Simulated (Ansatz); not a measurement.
# [YbF6]3-: structure and electronic state

What does [YbF6]3- look like as a doublet, and where do its frontier electrons sit?

The runs use Ansatz 0.2.0, Gaussian basis; UKS PBE0-D4/def2-TZVP.

Levels to be run: relaxation at B3LYP-D4/def2-SVP; a search for the lowest solution at PBE0-D4/def2-SVP; a single point at PBE0-D4/def2-TZVP; harmonic vibrations at B3LYP-D4/def2-SVP.

1 further run of the same task is left out (set aside as unsound or not needed). Runs told in other sessions of the task aren't counted.

## 1. The starting structure

7 atoms, charge -3, spin multiplicity 2.

Atoms are counted from 1 here; the program's logs count them from 0.

Bond lengths: Yb1–F2 2.250 Å, Yb1–F3 2.246 Å, Yb1–F4 2.246 Å, Yb1–F5 2.246 Å, Yb1–F6 2.248 Å, Yb1–F7 2.250 Å. Angles: F2–Yb1–F3 179.5°, F2–Yb1–F4 90.3°, F2–Yb1–F5 89.7°, F2–Yb1–F6 89.9°, F2–Yb1–F7 90.2°, F3–Yb1–F4 90.0°, F3–Yb1–F5 89.9°, F3–Yb1–F6 89.8°, F3–Yb1–F7 90.2°, F4–Yb1–F5 179.9°, F4–Yb1–F6 89.9°, F4–Yb1–F7 89.8°, F5–Yb1–F6 90.2°, F5–Yb1–F7 90.0°, F6–Yb1–F7 179.7°.

As a file:

```
Yb    0.0005   -0.0007    0.0000
F    -0.0286    0.0019    2.2501
F     0.0157    0.0096   -2.2463
F     2.2468    0.0071    0.0172
F    -2.2454   -0.0141   -0.0184
F    -0.0034    2.2474    0.0013
F     0.0143   -2.2511   -0.0040
```

Yb takes a core potential in the def2 sets. No spin-orbit coupling is included. The ion is computed in the gas phase, without counter-ions or solvent.

The start is a GFN2-xTB geometry.

## 2. Relaxation at B3LYP-D4/def2-SVP

File in.yaml:

```yaml
crystal:
  periodic: [false, false, false]
  atoms:
    - {symbol: Yb, position_ang: [0.000500, -0.000710, 0.000020]}
    - {symbol: F, position_ang: [-0.028610, 0.001860, 2.250080]}
    - {symbol: F, position_ang: [0.015730, 0.009600, -2.246290]}
    - {symbol: F, position_ang: [2.246850, 0.007090, 0.017200]}
    - {symbol: F, position_ang: [-2.245380, -0.014130, -0.018360]}
    - {symbol: F, position_ang: [-0.003420, 2.247360, 0.001330]}
    - {symbol: F, position_ang: [0.014330, -2.251070, -0.003990]}
basis:
  gaussian: {orbitals: def2-SVP}
total_charge: -3
magnetization: {spin_polarized: true, initial_magnetization: 1}
hamiltonian: {xc: {name: B3LYP}, dispersion: d4}
scf: {lower_state_search: "off"}
output: {orbitals: {seedname: orbitals}}
relax: {f_tol: 0.02, max_steps: 100}
```

Run with:

```bash
$ ansatz run in.yaml --threads 4 --pin off --events-out ev --progress --plain --max-ram 8704MiB
```

After this run come: Searching for the lowest solution, PBE0-D4/def2-SVP; Single point, PBE0-D4/def2-TZVP; Vibrations by finite differences.

Q: Predict the results of all the runs planned. Wanted: point group; near neighbours of the metal; HOMO, LUMO at PBE0-D4/def2-TZVP; ⟨S²⟩; charge on the metal; spin on the metal; lowest, highest wavenumber.

**Answer**, as computed:

```
                                         quantity                                             value
                                      point group                                               C2h
                     near neighbours of the metal  F 2.18, F 2.18, F 2.18, F 2.18, F 2.18, F 2.18 Å
HOMO, LUMO at PBE0-D4/def2-TZVP (over both spins)                                    4.86, 10.83 eV
                                             ⟨S²⟩                                             0.750
charge on the metal (Mulliken, PBE0-D4/def2-TZVP)                                           +1.45 e
                     spin on the metal (Mulliken)                                              0.99
                       lowest, highest wavenumber                                     111, 415 cm⁻¹
```

In words: The molecule keeps its bonding pattern by the stored test; the atoms moved 0.06 Å (rms). Of 1 unpaired electron, 0.99 sit on the metal by Mulliken's count. All wavenumbers are real: a minimum at this level. The alpha HOMO lies nearest to 6 F atoms about 17 % each and the alpha LUMO to 6 F atoms about 17 % each. Doubts on the single point: highest occupied level lies above zero. Whether this spin is the lowest isn't tested here.

A small anion of this charge may not be bound in the gas phase; the finite basis can hold electrons that would leave.
